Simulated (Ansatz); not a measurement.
**GaIr: the crystal squeezed far**

The task here is to estimate one member of a computed series from the others.

Computed with Ansatz 0.2.0 (DFT PBEsol, with the methods named in each step, unless a step's input says otherwise).

**The starting structure**

It takes space group Pm-3m (No. 221, cubic). Conventional cell: a = 3.029 Å, b = 3.029 Å, c = 3.029 Å, α = 90.00°, β = 90.00°, γ = 90.00°. Ga (site symmetry m-3m) has 8 Ir at 2.62 Å as nearest neighbours. Around Ir (site symmetry m-3m) lie 8 Ga at 2.62 Å.

Structure file:

```xyz
2
Lattice="3.0285 0.0000 0.0000 0.0000 3.0285 0.0000 0.0000 0.0000 3.0285" Properties=species:S:1:pos:R:3 pbc="T T T"
Ga    0.0000    0.0000    0.0000
Ir    1.5143    1.5143    1.5143
```

Whether this phase is the stable one at these pressures isn't tested.

Atoms are numbered in the order of the input: Ga1, Ir2.

The first run:

File input.yaml:

```yaml
crystal:
  lattice:
    - [3.02850068, 0.0, 0.0]
    - [0.0, 3.02850068, 0.0]
    - [0.0, 0.0, 3.02850068]
  atoms:
    - { symbol: Ga, position: [0.0, 0.0, 0.0] }
    - { symbol: Ir, position: [0.5, 0.5, 0.5] }
kpoints:
  mp_grid: { grid: [12, 12, 12] }
  band_path:
    path:
      - [0.0, 0.0, 0.0]
      - [0.0, 0.5, 0.0]
      - [0.5, 0.5, 0.0]
      - [0.0, 0.0, 0.0]
      - [0.5, 0.5, 0.5]
      - [0.0, 0.5, 0.0]
      - [0.5, 0.5, 0.5]
      - [0.5, 0.5, 0.0]
    npoints: 14
scf:
  occupations: { method: fermi_dirac, width: 0.05 }
hamiltonian:
  xc: pbesol
  pseudopotentials: { kind: all_electron, lapw: { basis_error: 0.001 } }
output:
  forces: true
  stress: true
  eigenvalues: true
  populations: true
```

Run with:

```console
$ ansatz run input.yaml --threads 1 --pin off --max-ram 2048MiB --backend cpu --events-out ev --progress --plain --runs-dir out
```

Steps of the session up to this table: The reference volume, LAPW; Volume scaled by 1, crystal datasets; Volume scaled by 0.8, LAPW; Volume scaled by 0.7, LAPW; Volume scaled by 0.6, LAPW; Volume scaled by 0.6, crystal datasets.

One table of the session follows, with a row left open; its other results are not shown here.

```
          method  volume over the first  volume (Å³/atom)  pressure (GPa)
            LAPW                      1            13.888           -1.99
            LAPW                    0.8            11.111           88.12
            LAPW                    0.7             9.722          196.52
            LAPW                    0.6             8.333          406.89
             PAW                      1            13.888           -2.04
             PAW                    0.8            11.111           88.12
             PAW                    0.7             9.722          196.68
             PAW                    0.6                 ?               ?
crystal datasets                      1            13.888           -1.99
crystal datasets                    0.6             8.333          406.89
```

Estimate the missing values for PAW, 0.6.

As computed: volume (Å³/atom): 8.333; pressure (GPa): 407.66.

To keep in mind: Rows by PAW come from runs of the same series that aren't printed here. Warnings in the runs' records: gradients without spin orbit, crystal datasets made.
